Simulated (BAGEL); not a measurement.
# B3LYP/6-31G(d) (density fitting with qzvpp-jkfit, spherical functions) run of AlSiNH6O (SMILES O[SiH2][NH][AlH2])

What is the energy change on altering one bond length of AlSiNH6O at B3LYP/6-31G* (density fitting with qzvpp-jkfit, spherical functions)? 

Program for the calculation: BAGEL 1.2.2.

2 further runs of the same task are left out: 2 set aside as unsound or not needed.

### Step 1. The structure to begin with

AlSiNH6O has 10 atoms, charge 0, and is taken as a singlet. SMILES: `O[SiH2][NH][AlH2]`. The coordinates come from a PBE0-D4/def2-TZVP relaxation. This is one conformer, not always the lowest.

Bond lengths: O1–Si2 1.650 Å, Si2–N3 1.711 Å, N3–Al4 1.785 Å, O1–H5 0.958 Å, Si2–H6 1.486 Å, Si2–H7 1.491 Å, N3–H8 1.013 Å, Al4–H9 1.580 Å, Al4–H10 1.583 Å. Some angles: O1–Si2–N3 109.6°, Si2–N3–Al4 128.8°, O1–Si2–H6 111.3°, O1–Si2–H7 107.7°, N3–Si2–H6 106.5°, N3–Si2–H7 112.1°, Si2–O1–H5 117.1°, Si2–N3–H8 114.7°, Al4–N3–H8 116.5°, N3–Al4–H9 118.3°.

### Step 2. A single-point energy at B3LYP/6-31G(d) (density fitting with qzvpp-jkfit, spherical functions)

File dft.json:

```json
{ "bagel": [

{
  "title": "molecule",
  "basis": "6-31gs.json",
  "df_basis": "qzvpp-jkfit",
  "angstrom": true,
  "geometry": [
    { "atom": "O", "xyz": [      -1.817400,      -0.693800,      -1.056500 ] },
    { "atom": "Si", "xyz": [      -0.576600,       0.373900,      -0.851600 ] },
    { "atom": "N", "xyz": [       0.693300,      -0.382300,       0.009600 ] },
    { "atom": "Al", "xyz": [       1.233300,      -0.094800,       1.686300 ] },
    { "atom": "H", "xyz": [      -2.399800,      -0.547900,      -1.803100 ] },
    { "atom": "H", "xyz": [      -1.000200,       1.543800,      -0.039500 ] },
    { "atom": "H", "xyz": [      -0.142800,       0.831300,      -2.203200 ] },
    { "atom": "H", "xyz": [       1.159400,      -1.127800,      -0.493000 ] },
    { "atom": "H", "xyz": [       0.508400,       1.030600,       2.525200 ] },
    { "atom": "H", "xyz": [       2.425400,      -0.984200,       2.228700 ] }
  ]
},

{ "title": "ks", "xc_func": "b3lyp" },

{ "title": "print", "file": "orbitals.molden", "orbitals": true }

]}
```

The basis set 6-31G* is read from a file made from the Basis Set Exchange's data (not shown).

Command:

```
$ BAGEL_NUM_THREADS=1 BAGEL dft.json > dft.out
```

The log of the run:

```text
* using 1 threads per process

  ===============================================================
  ===============================================================

  *** Geometry ***

  { "atom" : "O", "xyz" : [     -3.434388,     -1.311092,     -1.996496 ] },
  { "atom" : "Si", "xyz" : [     -1.089616,      0.706569,     -1.609291 ] },
  { "atom" : "N", "xyz" : [      1.310147,     -0.722442,      0.018141 ] },
  { "atom" : "Al", "xyz" : [      2.330599,     -0.179146,      3.186645 ] },
  { "atom" : "H", "xyz" : [     -4.534965,     -1.035381,     -3.407365 ] },
  { "atom" : "H", "xyz" : [     -1.890104,      2.917359,     -0.074644 ] },
  { "atom" : "H", "xyz" : [     -0.269853,      1.570929,     -4.163445 ] },
  { "atom" : "H", "xyz" : [      2.190948,     -2.131233,     -0.931635 ] },
  { "atom" : "H", "xyz" : [      0.960737,      1.947552,      4.771936 ] },
  { "atom" : "H", "xyz" : [      4.583342,     -1.859868,      4.211633 ] },

  Number of auxiliary basis functions:      518

  Since a DF basis is specified, we compute 2- and 3-index integrals:
    o Being stored without compression. Storage requirement is 0.024 GB

  Number of basis functions:       76
  Number of electrons      :       48

    * METHOD: MOLECULE                             0.23

  *** Kohn-Sham DFT ***

    * Removing 17578 points whose weight is below 1.00e-10
    * Grid points: 131482

  === Nuclear Repulsion ===
   207.7628664182

       - DIIS with orbital gradients will be used.

  === KS iteration (b3lyp / 6-31gs.json) ===
      0       -635.55304595          0.13065130           0.32
      1       -602.69513940          0.11770819           0.30
      2       -523.28662109          0.21547559           0.30
      3       -650.51136644          0.11772535           0.30
      4       -655.85136338          0.08107408           0.31
      5       -659.30321050          0.06787591           0.32
      6       -664.90064976          0.03858001           0.32
      7       -662.29713742          0.06907245           0.32
      8       -665.52720587          0.01069126           0.32
      9       -665.55985163          0.00781984           0.32
     10       -665.58612089          0.00165682           0.32
     11       -665.58733394          0.00029993           0.32
     12       -665.58736830          0.00008084           0.32
     13       -665.58737249          0.00002550           0.32
     14       -665.58737258          0.00002037           0.32
     15       -665.58737274          0.00000171           0.32
     16       -665.58737274          0.00000057           0.32
     17       -665.58737274          0.00000020           0.32
     18       -665.58737274          0.00000003           0.32
     19       -665.58737274          0.00000001           0.33
    * SCF iteration converged.

    * Permanent dipole moment:
           (    0.000176,     0.064337,     0.612215) a.u.

    * METHOD: KS                                   6.96

    * METHOD: PRINT                                0.01

  ===============================================================
```

It took 7.5 s on 1 thread of Arm Neoverse V2, shared host; peak memory 0.49 GiB.

### Step 3. The distorted shape, same level

File input.json:

```json
{ "bagel": [

{
  "title": "molecule",
  "basis": "6-31gs.json",
  "df_basis": "qzvpp-jkfit",
  "angstrom": true,
  "geometry": [
    { "atom": "O", "xyz": [   -1.957252,   -0.470114,   -0.905696 ] },
    { "atom": "Si", "xyz": [   -0.716452,    0.597586,   -0.700796 ] },
    { "atom": "N", "xyz": [    0.553448,   -0.158614,    0.160404 ] },
    { "atom": "Al", "xyz": [    1.093448,    0.128886,    1.837104 ] },
    { "atom": "H", "xyz": [   -2.539652,   -0.324214,   -1.652296 ] },
    { "atom": "H", "xyz": [   -1.140052,    1.767486,    0.111304 ] },
    { "atom": "H", "xyz": [   -0.282652,    1.054986,   -2.052396 ] },
    { "atom": "H", "xyz": [    1.159400,   -1.127800,   -0.493000 ] },
    { "atom": "H", "xyz": [    0.368548,    1.254286,    2.676004 ] },
    { "atom": "H", "xyz": [    2.285548,   -0.760514,    2.379504 ] }
  ]
},
{
  "title": "ks",
  "xc_func": "b3lyp"
},
{
  "title": "print",
  "file": "orbitals.molden",
  "orbitals": true
}

]}
```

The basis set 6-31G* is read from a file made from the Basis Set Exchange's data (not shown).

Command:

```
$ BAGEL_NUM_THREADS=1 BAGEL input.json > input.out
```

The log of the run:

```text
* using 1 threads per process

  ===============================================================
  ===============================================================

  *** Geometry ***

  { "atom" : "O", "xyz" : [     -3.698670,     -0.888387,     -1.711517 ] },
  { "atom" : "Si", "xyz" : [     -1.353898,      1.129274,     -1.324313 ] },
  { "atom" : "N", "xyz" : [      1.045865,     -0.299737,      0.303120 ] },
  { "atom" : "Al", "xyz" : [      2.066317,      0.243559,      3.471623 ] },
  { "atom" : "H", "xyz" : [     -4.799247,     -0.612676,     -3.122387 ] },
  { "atom" : "H", "xyz" : [     -2.154386,      3.340064,      0.210334 ] },
  { "atom" : "H", "xyz" : [     -0.534135,      1.993635,     -3.878466 ] },
  { "atom" : "H", "xyz" : [      2.190948,     -2.131233,     -0.931635 ] },
  { "atom" : "H", "xyz" : [      0.696455,      2.370257,      5.056915 ] },
  { "atom" : "H", "xyz" : [      4.319060,     -1.437163,      4.496611 ] },

  Number of auxiliary basis functions:      518

  Since a DF basis is specified, we compute 2- and 3-index integrals:
    o Being stored without compression. Storage requirement is 0.024 GB

  Number of basis functions:       76
  Number of electrons      :       48

    * METHOD: MOLECULE                             0.23

  *** Kohn-Sham DFT ***

    * Removing 17254 points whose weight is below 1.00e-10
    * Grid points: 131806

  === Nuclear Repulsion ===
   206.2691796170

       - DIIS with orbital gradients will be used.

  === KS iteration (b3lyp / 6-31gs.json) ===
      0       -635.26019779          0.12846145           0.34
      1       -603.63334364          0.11687963           0.31
      2       -522.79960051          0.21561769           0.31
      3       -650.02038743          0.11798628           0.31
      4       -655.64098056          0.08316970           0.31
      5       -659.04633360          0.07000094           0.31
      6       -662.68563951          0.05380062           0.32
      7       -638.91024436          0.15423014           0.32
      8       -660.74318458          0.07674524           0.31
      9       -665.32165106          0.02256553           0.32
     10       -665.36122994          0.01908478           0.31
     11       -665.50676320          0.00786128           0.31
     12       -665.54034962          0.00402107           0.32
     13       -665.54737237          0.00110244           0.31
     14       -665.54786078          0.00013256           0.33
     15       -665.54786762          0.00004013           0.33
     16       -665.54786832          0.00000991           0.33
     17       -665.54786836          0.00000163           0.32
     18       -665.54786836          0.00000029           0.33
     19       -665.54786836          0.00000023           0.33
     20       -665.54786836          0.00000005           0.32
     21       -665.54786836          0.00000003           0.31
     22       -665.54786836          0.00000002           0.32
     23       -665.54786836          0.00000000           0.32
    * SCF iteration converged.

    * Permanent dipole moment:
           (    0.001401,     0.070039,     0.627594) a.u.

    * METHOD: KS                                   8.27

    * METHOD: PRINT                                0.01

  ===============================================================
```

Wall time 8.7 s (1 thread of Arm Neoverse V2, shared host); peak memory 0.49 GiB.

### Step 4. Summary of results

Level: B3LYP/6-31G* (density fitting with qzvpp-jkfit, spherical functions).

```
                                                         quantity          value
                                        first shape: total energy  -665.58737 Eh
                                       first shape: dipole moment         1.56 D
                                         first shape: HOMO energy       -7.53 eV
                                         first shape: LUMO energy       -0.96 eV
                                       first shape: HOMO–LUMO gap        6.57 eV
                                    distorted shape: total energy  -665.54787 Eh
                                   distorted shape: dipole moment         1.61 D
                                     distorted shape: HOMO energy       -7.45 eV
                                     distorted shape: LUMO energy       -0.93 eV
                                   distorted shape: HOMO–LUMO gap        6.52 eV
energy change with the N3–H8 bond stretched from 1.013 to 1.317 Å       1.075 eV
```

**Reading.** With the N3–H8 bond stretched from 1.013 to 1.317 Å the energy rises by 1.07 eV (104 kJ/mol). The first shape isn't relaxed at this level, so the change isn't measured from a minimum.
